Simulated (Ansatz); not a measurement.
# HoNbSe3: the cost of one run

Program: Ansatz 0.2.0. Level of theory: DFT PBE, scalar-relativistic, plane waves, PAW; 4f electrons in the core of a trivalent norm-conserving potential. These are calculated values, not measurements.

1 further run of the same task is left out (set aside as unsound or not needed).

### 1 Starting point

Symmetry: P4mm, No. 99, tetragonal system. Conventional cell: a = 4.584 Å, b = 4.584 Å, c = 5.794 Å, α = 90.00°, β = 90.00°, γ = 90.00°. Ho (site symmetry 4mm) is surrounded by 12 Se at 3.31 to 3.77 Å and 4 Nb at 3.67 Å. Nb (site symmetry 4mm) has 5 Se at 2.39 to 2.53 Å in its first shell of neighbours. Around Se (site symmetry 2mm) lie 2 Nb at 2.53 Å and 4 Ho at 3.62 to 3.77 Å. Se (site symmetry 4mm) has 2 Nb at 2.39 to 3.40 Å and 4 Ho at 3.31 Å in its first shell of neighbours.

As a file:

```
CELL_PARAMETERS angstrom
4.58365 0.00000 0.00000
0.00000 4.58365 0.00000
0.00000 0.00000 5.79435
ATOMIC_POSITIONS crystal
Ho 0.00000 0.00000 0.98389
Nb 0.50000 0.50000 0.68722
Se 0.00000 0.50000 0.50068
Se 0.50000 0.50000 0.10014
Se 0.50000 0.00000 0.50068
```

A structure generator made this guess: species swapped into a database cell of PrBPt3 (P4mm, No. 99), with Ho on the Pr sites, Nb on the B sites and Se on the Pt sites. Its size is a rough estimate.

### 2 Probe: one point on a coarse mesh

File input.yaml:

```yaml
crystal:
  lattice:
    - [4.58364816, 0.0, 0.0]
    - [0.0, 4.58364816, 0.0]
    - [0.0, 0.0, 5.79434648]
  atoms:
    - { symbol: Ho, position: [0.0, 0.0, 0.98389405] }
    - { symbol: Nb, position: [0.5, 0.5, 0.68721551] }
    - { symbol: Se, position: [0.0, 0.5, 0.50067651] }
    - { symbol: Se, position: [0.5, 0.5, 0.10013644] }
    - { symbol: Se, position: [0.5, 0.0, 0.50067651] }
basis:
  ecutwfc: 690
kpoints:
  mp_grid: { grid: [4, 4, 4] }
hamiltonian:
  xc: pbe
  pseudopotentials:
    kind: paw
    azcp: { Ho: "pseudopotentials/pbe/nc/lanthanide_3plus/Ho.nc.azcp" }
scf:
  occupations: { method: gaussian, width: 0.1 }
  lower_state_search: "off"
output:
  forces: true
  stress: true
  eigenvalues: true
```

On the command line:

```
$ ansatz run input.yaml --threads 1 --pin off --max-ram 2560MiB --backend cpu --events-out ev --progress --plain --runs-dir out
```

What time and memory should one allow on 1 thread of Intel Xeon at 2.70GHz, shared host?

About 20 s, with a peak of 0.49 GiB.
